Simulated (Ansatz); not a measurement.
# CH₃FIIn: one species, many methods

One table from this session's results is given with a row withheld; the runs are named, their logs left out.

Computed with Ansatz 0.2.0, Gaussian basis. Level: functionals in def2-TZVPP, the program's frozen cores in correlated methods.

Levels to be run: LDA (SPW92), PBE-D4, revPBE-D4, BLYP-D4, r2SCAN-D4, B97M-V, PBE0-D4, B3LYP-D4, r2SCANh-D4, r2SCAN0-D4, HSE06-D4, BHLYP-D4, CAM-B3LYP-D4, LC-ωPBE, ωB97X-V, ωB97M-V, B2PLYP, PBE-QIDH; CCSD(T)/def2-SVP; CCSD(T)/def2-TZVPP; MP2/def2-QZVPP; extrapolation to the limit; RPA on PBE.

### The geometry

All runs share one geometry, relaxed beforehand with PBE0-D4 in a triple-zeta def2 set. In, I take the def2 core potential; no spin-orbit term is included.

SMILES `[F][InH][CH2]I`, 7 atoms, charge 0, spin multiplicity 1.

Atoms are counted from 1 here; the program's logs count them from 0.

Bond lengths: F1–In2 1.962 Å, In2–C3 2.136 Å, In2–H5 1.696 Å, C3–I4 2.157 Å, C3–H6 1.086 Å, C3–H7 1.086 Å. Angles: F1–In2–C3 107.7°, F1–In2–H5 113.9°, C3–In2–H5 138.3°, In2–C3–I4 101.1°, In2–C3–H6 113.4°, In2–C3–H7 117.1°, I4–C3–H6 106.4°, I4–C3–H7 106.2°, H6–C3–H7 111.3°.

Set-up of the first run:

in.yaml reads:

```yaml
crystal:
  periodic: [false, false, false]
  atoms:
    - {symbol: F, position_ang: [-1.255653, -2.159029, 0.134869]}
    - {symbol: In, position_ang: [-1.136635, -0.200837, 0.167482]}
    - {symbol: C, position_ang: [0.933294, 0.323163, 0.226950]}
    - {symbol: I, position_ang: [1.317457, 0.736117, -1.854538]}
    - {symbol: H, position_ang: [-2.637571, 0.581154, 0.057199]}
    - {symbol: H, position_ang: [1.579767, -0.506282, 0.499161]}
    - {symbol: H, position_ang: [1.199340, 1.225704, 0.768876]}
basis:
  gaussian: {orbitals: def2-TZVPP}
hamiltonian: {xc: lda}
output: {orbitals: {seedname: orbitals}}
```

The run is started by

```console
$ ansatz run in.yaml --threads 2 --pin off --events-out ev --progress --plain --max-ram 4352MiB
```

Among the steps run: LDA; PBE-D4 (GGA); revPBE-D4 (GGA); BLYP-D4 (GGA); r2SCAN-D4 (meta-GGA); B97M-V (meta-GGA); B3LYP-D4 (hybrid); r2SCANh-D4 (hybrid); r2SCAN0-D4 (hybrid); HSE06-D4 (hybrid); BHLYP-D4 (hybrid); CAM-B3LYP-D4 (range-separated); LC-ωPBE (range-separated); ωB97X-V (range-separated); ωB97M-V (range-separated); B2PLYP (double hybrid); PBE-QIDH (double hybrid).

One table of the session follows, with a row left open; its other results are not shown here.

It belongs to the step «Orbital energies across the functionals». 

```
  functional  HOMO (eV)  LUMO (eV)  gap (eV)
 LDA (SPW92)      -6.47      -2.80      3.67
      PBE-D4      -6.30      -2.58      3.72
   revPBE-D4      -6.24      -2.49      3.75
     BLYP-D4      -6.15      -2.52      3.63
   r2SCAN-D4      -6.55      -2.38      4.17
      B97M-V      -6.57      -2.46      4.11
     PBE0-D4          ?          ?         ?
    B3LYP-D4      -7.19      -2.07      5.12
  r2SCANh-D4      -6.96      -2.09      4.86
  r2SCAN0-D4      -7.57      -1.68      5.89
    HSE06-D4      -7.01      -2.16      4.85
    BHLYP-D4      -8.36      -1.09      7.27
CAM-B3LYP-D4      -8.64      -0.93      7.71
     LC-ωPBE      -9.93       0.22     10.15
     ωB97X-V      -9.60       0.07      9.67
     ωB97M-V      -9.49      -0.19      9.30
```

Q: Estimate the row for PBE0-D4 from the others.

As computed: HOMO (eV): -7.40; LUMO (eV): -1.80; gap (eV): 5.61. In the column «HOMO (eV)» it lies between r2SCAN0-D4 (-7.57) and B3LYP-D4 (-7.19).
